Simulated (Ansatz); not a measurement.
# GeNH (singlet): PBE, r2SCAN, PBE0, B3LYP, wB97M-V, B2PLYP, RPA-PBE over vertical spin and charge gaps, cc-pVDZ, part 2 of 2

Ansatz 0.2.0, Gaussian basis; cc-pVDZ, all electrons in the functionals, frozen cores in the correlation of double hybrids and RPA. The steps go on from the part before.

## (14) wB97M-V, charge 0, singlet

Input file in.yaml:

```yaml
crystal:
  periodic: [false, false, false]
  atoms:
    - {symbol: Ge, position_ang: [0.000000, 0.000000, 1.430501]}
    - {symbol: N, position_ang: [0.000000, 0.000000, -0.213910]}
    - {symbol: H, position_ang: [0.000000, 0.000000, -1.216591]}
basis:
  gaussian: {orbitals: cc-pVDZ}
magnetization: {spin_polarized: true, initial_magnetization: 0}
hamiltonian: {xc: {name: wB97M-V}}
output: {orbitals: {seedname: orbitals}}
```

Launch:

```console
ansatz run in.yaml --threads 1 --pin off --events-out ev --progress --plain --max-ram 2816MiB --backend cpu
```

Standard output (excerpt; [...] marks lines left out):

```text
Functional definition: wB97M-V
  name "wB97M-V"
  cite "Mardirossian & Head-Gordon, J. Chem. Phys. 144, 214110 (2016) doi:10.1063/1.4952647"
  cite "Becke, J. Chem. Phys. 107, 8554 (1997) doi:10.1063/1.475007"
  cite "Vydrov & Van Voorhis, J. Chem. Phys. 133, 244103 (2010) doi:10.1063/1.3521275"
  # Of w^i u^j: cxij and so on, Table III.
[...]
  gx(w, u) = 1 - cx + cx01*u + cx10*w
  gss(w, u) = css00 + css04*u^4 + css10*w + css20*w^2 + css43*w^4*u^3
  gos(w, u) = cos00 + cos10*w + (cos20 + cos21*u)*w^2 + (cos60 + cos61*u)*w^6
[...]
      + integral(e_c_pw_mod_opposite_spin*gos(b97_w_opposite, b97_u_opposite)) + vv10(b, c)
509 factors; integrals over basis functions are off by at most 1.3e-3 eV
132 factors; integrals over basis functions are off by at most 6.0e-6 eV
[...]
mean field -58019.40006015 eV, -2132.1736252485 hartree, gradient 2.3e-5 eV, S^2 0.000000; 0 other end points of the search recorded, 0 dependent functions left out
reference -58019.40008959 eV, -2132.1736263305 hartree; 20, 20 occupied and 26, 26 virtual orbitals, 509 factors
Total energy: -58019.40008959 eV, -2132.1736263305 hartree
```

Wall time 3.4 s (1 thread of AMD EPYC 7R13, shared host).

From the report: ⟨S²⟩ of the determinant 0.000 (pure singlet: 0.00).

## (15) wB97M-V, charge 0, triplet

Edit in.yaml of step 14 so:

```diff
@@ -8,3 +8,3 @@
   gaussian: {orbitals: cc-pVDZ}
-magnetization: {spin_polarized: true, initial_magnetization: 0}
+magnetization: {spin_polarized: true, initial_magnetization: 2}
 hamiltonian: {xc: {name: wB97M-V}}
```

The command is unchanged.

Standard output (excerpt; [...] marks lines left out):

```text
Functional definition: wB97M-V
  name "wB97M-V"
  cite "Mardirossian & Head-Gordon, J. Chem. Phys. 144, 214110 (2016) doi:10.1063/1.4952647"
  cite "Becke, J. Chem. Phys. 107, 8554 (1997) doi:10.1063/1.475007"
  cite "Vydrov & Van Voorhis, J. Chem. Phys. 133, 244103 (2010) doi:10.1063/1.3521275"
  # Of w^i u^j: cxij and so on, Table III.
[...]
  gx(w, u) = 1 - cx + cx01*u + cx10*w
  gss(w, u) = css00 + css04*u^4 + css10*w + css20*w^2 + css43*w^4*u^3
  gos(w, u) = cos00 + cos10*w + (cos20 + cos21*u)*w^2 + (cos60 + cos61*u)*w^6
[...]
      + integral(e_c_pw_mod_opposite_spin*gos(b97_w_opposite, b97_u_opposite)) + vv10(b, c)
509 factors; integrals over basis functions are off by at most 1.3e-3 eV
132 factors; integrals over basis functions are off by at most 6.0e-6 eV
[...]
mean field -58015.67110922 eV, -2132.0365888296 hartree, gradient 7.7e-6 eV, S^2 2.007860; 3 other end points of the search recorded, 0 dependent functions left out
reference -58015.67113719 eV, -2132.0365898573 hartree; 21, 19 occupied and 25, 27 virtual orbitals, 509 factors
Total energy: -58015.67113719 eV, -2132.0365898573 hartree
```

Run time: 12 s. Hardware: 1 thread of AMD EPYC 7R13, shared host.

From the report: ⟨S²⟩ of the determinant 2.008 (pure triplet: 2.00).

From charge 0, singlet: +3.729 eV.

## (16) wB97M-V, charge 1, doublet

Edit in.yaml of step 15 so:

```diff
@@ -8,4 +8,5 @@
   gaussian: {orbitals: cc-pVDZ}
-magnetization: {spin_polarized: true, initial_magnetization: 2}
+total_charge: 1
+magnetization: {spin_polarized: true, initial_magnetization: 1}
 hamiltonian: {xc: {name: wB97M-V}}
-output: {orbitals: {seedname: orbitals}}
+output: {forces: true, orbitals: {seedname: orbitals}}
```

Same command.

Standard output (excerpt; [...] marks lines left out):

```text
Functional definition: wB97M-V
  name "wB97M-V"
  cite "Mardirossian & Head-Gordon, J. Chem. Phys. 144, 214110 (2016) doi:10.1063/1.4952647"
  cite "Becke, J. Chem. Phys. 107, 8554 (1997) doi:10.1063/1.475007"
  cite "Vydrov & Van Voorhis, J. Chem. Phys. 133, 244103 (2010) doi:10.1063/1.3521275"
  # Of w^i u^j: cxij and so on, Table III.
[...]
  gx(w, u) = 1 - cx + cx01*u + cx10*w
  gss(w, u) = css00 + css04*u^4 + css10*w + css20*w^2 + css43*w^4*u^3
  gos(w, u) = cos00 + cos10*w + (cos20 + cos21*u)*w^2 + (cos60 + cos61*u)*w^6
[...]
      + integral(e_c_pw_mod_opposite_spin*gos(b97_w_opposite, b97_u_opposite)) + vv10(b, c)
509 factors; integrals over basis functions are off by at most 1.3e-3 eV
132 factors; integrals over basis functions are off by at most 6.0e-6 eV
[...]
mean field -58009.64375390 eV, -2131.8150876071 hartree, gradient 5.1e-5 eV, S^2 0.755847; 2 other end points of the search recorded, 0 dependent functions left out
[...]
reference -58009.64378396 eV, -2131.8150887116 hartree; 20, 19 occupied and 26, 27 virtual orbitals, 509 factors
Total energy: -58009.64378396 eV, -2131.8150887116 hartree
Atom 0 at     0.000000     0.000000     1.430501 Å, force     0.000000     0.000000     5.172343 eV/Å
Atom 1 at     0.000000     0.000000    -0.213910 Å, force    -0.000000     0.000000    -4.102016 eV/Å
Atom 2 at     0.000000     0.000000    -1.216591 Å, force    -0.000000    -0.000000    -1.070327 eV/Å
Dipole moment:     0.000000     0.000000    -0.319156 e Å
```

It took 11 s on 1 thread of AMD EPYC 7R13, shared host.

From the report: ⟨S²⟩ of the determinant 0.756 (pure doublet: 0.75).

From charge 0, singlet: +9.756 eV.

## (17) B2PLYP, charge 0, singlet

Input file in.yaml:

```yaml
crystal:
  periodic: [false, false, false]
  atoms:
    - {symbol: Ge, position_ang: [0.000000, 0.000000, 1.430501]}
    - {symbol: N, position_ang: [0.000000, 0.000000, -0.213910]}
    - {symbol: H, position_ang: [0.000000, 0.000000, -1.216591]}
basis:
  gaussian: {orbitals: cc-pVDZ}
magnetization: {spin_polarized: true, initial_magnetization: 0}
hamiltonian: {xc: {name: B2PLYP}}
correlation: {electrons: outside_noble_gas}
```

Launched as before.

Standard output (excerpt; [...] marks lines left out):

```text
Functional definition: B2PLYP
  name "B2PLYP"
  cite "Grimme, J. Chem. Phys. 124, 034108 (2006) doi:10.1063/1.2148954"
  cite "Becke, Phys. Rev. A 38, 3098 (1988) doi:10.1103/PhysRevA.38.3098"
  cite "Lee, Yang & Parr, Phys. Rev. B 37, 785 (1988) doi:10.1103/PhysRevB.37.785"
[...]
509 factors; integrals over basis functions are off by at most 1.3e-3 eV
[...]
mean field -58007.90028688 eV, -2131.7510163759 hartree, gradient 2.5e-6 eV, S^2 0.000000; 4 other end points of the search recorded, 0 dependent functions left out
15 core orbitals not correlated: weight in the atoms' cores, before any rotation towards them, 0.993 or more for the frozen orbitals, at most 0.005 for the correlated occupied ones
reference -58007.90039386 eV, -2131.7510203074 hartree; 5, 5 occupied and 26, 26 virtual orbitals, 509 factors
second order -9.21061693 eV of doubles, -0.00000000 eV of singles
Total energy: -58010.38726044 eV, -2131.8424109683 hartree
```

It took 2.3 s on 1 thread of AMD EPYC 7R13, shared host.

From the report: ⟨S²⟩ of the determinant 0.000 (pure singlet: 0.00).

## (18) B2PLYP, charge 0, triplet

Edit in.yaml of step 17 so:

```diff
@@ -8,3 +8,3 @@
   gaussian: {orbitals: cc-pVDZ}
-magnetization: {spin_polarized: true, initial_magnetization: 0}
+magnetization: {spin_polarized: true, initial_magnetization: 2}
 hamiltonian: {xc: {name: B2PLYP}}
```

Same command.

Standard output (excerpt; [...] marks lines left out):

```text
Functional definition: B2PLYP
  name "B2PLYP"
  cite "Grimme, J. Chem. Phys. 124, 034108 (2006) doi:10.1063/1.2148954"
  cite "Becke, Phys. Rev. A 38, 3098 (1988) doi:10.1103/PhysRevA.38.3098"
  cite "Lee, Yang & Parr, Phys. Rev. B 37, 785 (1988) doi:10.1103/PhysRevB.37.785"
[...]
509 factors; integrals over basis functions are off by at most 1.3e-3 eV
[...]
mean field -58004.78376205 eV, -2131.6364862009 hartree, gradient 1.8e-6 eV, S^2 2.013194; 6 other end points of the search recorded, 0 dependent functions left out
15 core orbitals not correlated: weight in the atoms' cores, before any rotation towards them, 0.987 or more for the frozen orbitals, at most 0.010 for the correlated occupied ones
reference -58004.78387460 eV, -2131.6364903368 hartree; 6, 4 occupied and 25, 27 virtual orbitals, 509 factors
second order -6.30859141 eV of doubles, -0.00000000 eV of singles
Total energy: -58006.48719428 eV, -2131.6990861805 hartree
```

Run time: 6.5 s. Hardware: 1 thread of AMD EPYC 7R13, shared host.

From the report: ⟨S²⟩ of the determinant 2.013 (pure triplet: 2.00).

From charge 0, singlet: +3.900 eV.

## (19) B2PLYP, charge 1, doublet

Edit in.yaml of step 18 so:

```diff
@@ -8,3 +8,4 @@
   gaussian: {orbitals: cc-pVDZ}
-magnetization: {spin_polarized: true, initial_magnetization: 2}
+total_charge: 1
+magnetization: {spin_polarized: true, initial_magnetization: 1}
 hamiltonian: {xc: {name: B2PLYP}}
```

Launched as before.

Standard output (excerpt; [...] marks lines left out):

```text
Functional definition: B2PLYP
  name "B2PLYP"
  cite "Grimme, J. Chem. Phys. 124, 034108 (2006) doi:10.1063/1.2148954"
  cite "Becke, Phys. Rev. A 38, 3098 (1988) doi:10.1103/PhysRevA.38.3098"
  cite "Lee, Yang & Parr, Phys. Rev. B 37, 785 (1988) doi:10.1103/PhysRevB.37.785"
[...]
509 factors; integrals over basis functions are off by at most 1.3e-3 eV
[...]
mean field -57998.77988534 eV, -2131.4158478012 hartree, gradient 1.5e-6 eV, S^2 0.758302; 2 other end points of the search recorded, 0 dependent functions left out
15 core orbitals not correlated: weight in the atoms' cores, before any rotation towards them, 0.992 or more for the frozen orbitals, at most 0.008 for the correlated occupied ones
reference -57998.77999062 eV, -2131.4158516701 hartree; 5, 4 occupied and 26, 27 virtual orbitals, 509 factors
second order -6.35193201 eV of doubles, -0.00000000 eV of singles
Total energy: -58000.49501226 eV, -2131.4788775530 hartree
```

It took 3.9 s on 1 thread of AMD EPYC 7R13, shared host.

From the report: ⟨S²⟩ of the determinant 0.758 (pure doublet: 0.75).

From charge 0, singlet: +9.892 eV.

## (20) RPA-PBE, charge 0, singlet

Input file in.yaml:

```yaml
crystal:
  periodic: [false, false, false]
  atoms:
    - {symbol: Ge, position_ang: [0.000000, 0.000000, 1.430501]}
    - {symbol: N, position_ang: [0.000000, 0.000000, -0.213910]}
    - {symbol: H, position_ang: [0.000000, 0.000000, -1.216591]}
basis:
  gaussian: {orbitals: cc-pVDZ}
magnetization: {spin_polarized: true, initial_magnetization: 0}
hamiltonian: {xc: {name: PBE}}
correlation: {method: rpa, electrons: outside_noble_gas}
```

Launched as before.

Standard output (excerpt; [...] marks lines left out):

```text
Functional definition: PBE
  name "PBE"
  cite "Perdew, Burke & Ernzerhof, Phys. Rev. Lett. 77, 3865 (1996) doi:10.1103/PhysRevLett.77.3865"
  parent pbe
[...]
509 factors; integrals over basis functions are off by at most 1.3e-3 eV
[...]
mean field -58012.78385705 eV, -2131.9304842693 hartree, gradient 1.8e-7 eV, S^2 0.000000; 0 other end points of the search recorded, 0 dependent functions left out
15 core orbitals not correlated: weight in the atoms' cores, before any rotation towards them, 0.989 or more for the frozen orbitals, at most 0.007 for the correlated occupied ones
reference -57968.62686011 eV, -2130.3077445624 hartree; 5, 5 occupied and 26, 26 virtual orbitals, 509 factors
Total energy: -57979.58298825 eV, -2130.7103748454 hartree
```

Run time: 1.3 s. Hardware: 1 thread of AMD EPYC 7R13, shared host.

From the report: ⟨S²⟩ of the determinant 0.000 (pure singlet: 0.00).

## (21) RPA-PBE, charge 0, triplet

Edit in.yaml of step 20 so:

```diff
@@ -8,3 +8,3 @@
   gaussian: {orbitals: cc-pVDZ}
-magnetization: {spin_polarized: true, initial_magnetization: 0}
+magnetization: {spin_polarized: true, initial_magnetization: 2}
 hamiltonian: {xc: {name: PBE}}
```

Same command.

Standard output (excerpt; [...] marks lines left out):

```text
Functional definition: PBE
  name "PBE"
  cite "Perdew, Burke & Ernzerhof, Phys. Rev. Lett. 77, 3865 (1996) doi:10.1103/PhysRevLett.77.3865"
  parent pbe
[...]
509 factors; integrals over basis functions are off by at most 1.3e-3 eV
[...]
mean field -58008.88327693 eV, -2131.7871405938 hartree, gradient 4.8e-6 eV, S^2 2.005642; 12 other end points of the search recorded, 0 dependent functions left out
15 core orbitals not correlated: weight in the atoms' cores, before any rotation towards them, 0.981 or more for the frozen orbitals, at most 0.014 for the correlated occupied ones
reference -57966.49396584 eV, -2130.2293621438 hartree; 6, 4 occupied and 25, 27 virtual orbitals, 509 factors
Total energy: -57975.72346493 eV, -2130.5685399795 hartree
```

Run time: 5.5 s. Hardware: 1 thread of AMD EPYC 7R13, shared host.

From the report: ⟨S²⟩ of the determinant 2.006 (pure triplet: 2.00).

From charge 0, singlet: +3.860 eV.

## (22) RPA-PBE, charge 1, doublet

Edit in.yaml of step 21 so:

```diff
@@ -8,3 +8,4 @@
   gaussian: {orbitals: cc-pVDZ}
-magnetization: {spin_polarized: true, initial_magnetization: 2}
+total_charge: 1
+magnetization: {spin_polarized: true, initial_magnetization: 1}
 hamiltonian: {xc: {name: PBE}}
```

Launched as before.

Standard output (excerpt; [...] marks lines left out):

```text
Functional definition: PBE
  name "PBE"
  cite "Perdew, Burke & Ernzerhof, Phys. Rev. Lett. 77, 3865 (1996) doi:10.1103/PhysRevLett.77.3865"
  parent pbe
[...]
509 factors; integrals over basis functions are off by at most 1.3e-3 eV
[...]
mean field -58002.76506215 eV, -2131.5623003479 hartree, gradient 2.3e-6 eV, S^2 0.754358; 7 other end points of the search recorded, 0 dependent functions left out
15 core orbitals not correlated: weight in the atoms' cores, before any rotation towards them, 0.987 or more for the frozen orbitals, at most 0.011 for the correlated occupied ones
reference -57960.64782650 eV, -2130.0145204856 hartree; 5, 4 occupied and 26, 27 virtual orbitals, 509 factors
Total energy: -57969.74775000 eV, -2130.3489365062 hartree
```

Run time: 3.8 s. Hardware: 1 thread of AMD EPYC 7R13, shared host.

From the report: ⟨S²⟩ of the determinant 0.754 (pure doublet: 0.75).

From charge 0, singlet: +9.835 eV.

## (23) The comparison

The yardstick is RCCSDTQ, where the cluster series has nearly closed. It and the other wave-function rows come from earlier runs at the same points. Energies in eV, counted from charge 0, singlet; blanks weren't run or aren't comparable.

```
           level  singlet to triplet  ionisation to the doublet cation
         RCCSDTQ                                                 9.762
             PBE               3.901                            10.019
          r2SCAN               3.597                             9.917
            PBE0               3.556                             9.788
           B3LYP               3.699                             9.858
         wB97M-V               3.729                             9.756
          B2PLYP               3.900                             9.892
         RPA-PBE               3.860                             9.835
             RHF               2.422                             8.127
             UHF               2.199                             8.022
            RMP2               4.195                            10.043
            UMP2               4.205                            10.045
           RCCSD               3.662                             9.559
        RCCSD(T)               3.848                             9.752
        UCCSD(T)               3.849                             9.751
       RCCSDT(Q)               3.632                             9.774
       UCCSDT(Q)               3.636                             9.771
  CASSCF valence               4.203                             9.282
  NEVPT2 valence               3.933                             9.565
MRCISD+Q valence               3.847                             9.721
```

Largest miss and mean time a point (RCCSDTQ took 31 s a point; shared hosts):

| level | largest miss (eV) | where | time a point |
| --- | --- | --- | --- |
| PBE | +0.256 | ionisation to the doublet cation | 2.4 s |
| r2SCAN | +0.155 | ionisation to the doublet cation | 5.9 s |
| PBE0 | +0.026 | ionisation to the doublet cation | 2.8 s |
| B3LYP | +0.095 | ionisation to the doublet cation | 2.5 s |
| wB97M-V | -0.006 | ionisation to the doublet cation | 8.5 s |
| B2PLYP | +0.130 | ionisation to the doublet cation | 4.2 s |
| RPA-PBE | +0.073 | ionisation to the doublet cation | 3.5 s |
| RHF | -1.636 | ionisation to the doublet cation |  |
| UHF | -1.741 | ionisation to the doublet cation |  |
| RMP2 | +0.281 | ionisation to the doublet cation |  |
| UMP2 | +0.282 | ionisation to the doublet cation |  |
| RCCSD | -0.203 | ionisation to the doublet cation |  |
| RCCSD(T) | -0.011 | ionisation to the doublet cation | 5.9 s |
| UCCSD(T) | -0.011 | ionisation to the doublet cation | 16 s |
| RCCSDT(Q) | +0.011 | ionisation to the doublet cation | 11 s |
| UCCSDT(Q) | +0.008 | ionisation to the doublet cation | 23 s |
| CASSCF valence | -0.480 | ionisation to the doublet cation |  |
| NEVPT2 valence | -0.198 | ionisation to the doublet cation | 6.6 s |
| MRCISD+Q valence | -0.042 | ionisation to the doublet cation | 7.8 s |

## (24) Outcome

This closing draws on all 2 parts.

```
                                 quantity                                         value
ionisation to the doublet cation, RCCSDTQ                                      9.762 eV
                        largest miss, PBE  +0.256 eV (ionisation to the doublet cation)
                     largest miss, r2SCAN  +0.155 eV (ionisation to the doublet cation)
                       largest miss, PBE0  +0.026 eV (ionisation to the doublet cation)
                      largest miss, B3LYP  +0.095 eV (ionisation to the doublet cation)
                    largest miss, wB97M-V  -0.006 eV (ionisation to the doublet cation)
                     largest miss, B2PLYP  +0.130 eV (ionisation to the doublet cation)
                    largest miss, RPA-PBE  +0.073 eV (ionisation to the doublet cation)
                   largest miss, RCCSD(T)  -0.011 eV (ionisation to the doublet cation)
                   largest miss, UCCSD(T)  -0.011 eV (ionisation to the doublet cation)
```

What this shows: Misses are known at 1 of 2 points at best, and only functionals with that many are ranked. Of the functionals, wB97M-V keep the smallest largest miss at the points compared (at most 0.006 eV) and PBE strays most (0.256 eV, at ionisation to the doublet cation). Functionals and the yardstick converge differently with the basis, so part of each miss in cc-pVDZ is the basis. The program flags that the yardstick's amplitudes may have other solutions at some points.
